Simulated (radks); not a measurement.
# S²⁺ with its nuclear charge varied continuously

One table from this session's results is given with a row withheld; the runs are named, their logs left out.

Method: non-relativistic Kohn-Sham, PBE, spin-polarised, spherical densities, point nucleus; open shells are filled with parallel spins first. Code: radks (a radial shooting solver on a logarithmic mesh, Libxc functionals) version 1.

## The system

| Item | Value |
| --- | --- |
| element | sulfur (Z = 16) |
| charge | +2 |
| electrons | 14 |
| configuration | [Ne] 3s2 3p2 |

The outer shells:

S²⁺
```
[Ne] core
3s [↑↓]
3p [↑ ][↑ ][  ]
```

The first run:

Input:

```text
Z 16
configuration [Ne] 3s2 3p2
relativity non-relativistic
functional pbe,pbe
spin polarised
nucleus point
```

Steps of the session up to this table: Z = 16.

One table of the session follows, with a row left open; its other results are not shown here.

It belongs to the step «Z = 16». From the orbitals of this run (lengths in bohr):

```
  level     <r>  outermost maximum (interpolated)  90 % within  nodes
  2s up  0.4806                             0.390        0.753      1
2s down  0.4805                             0.390        0.752      1
  2p up  0.4424                             0.326        0.737      0
2p down       ?                                 ?            ?      ?
  3s up   1.578                              1.37         2.35      2
3s down   1.585                              1.37         2.37      2
  3p up   1.755                              1.49         2.66      1
3p down   1.782                              1.49         2.73      1
```

Q: Estimate the row for 2p down from the others.

As computed: <r>: 0.4423; outermost maximum (interpolated): 0.326; 90 % within: 0.736; nodes: 0. In the column «<r>» it is the lowest.
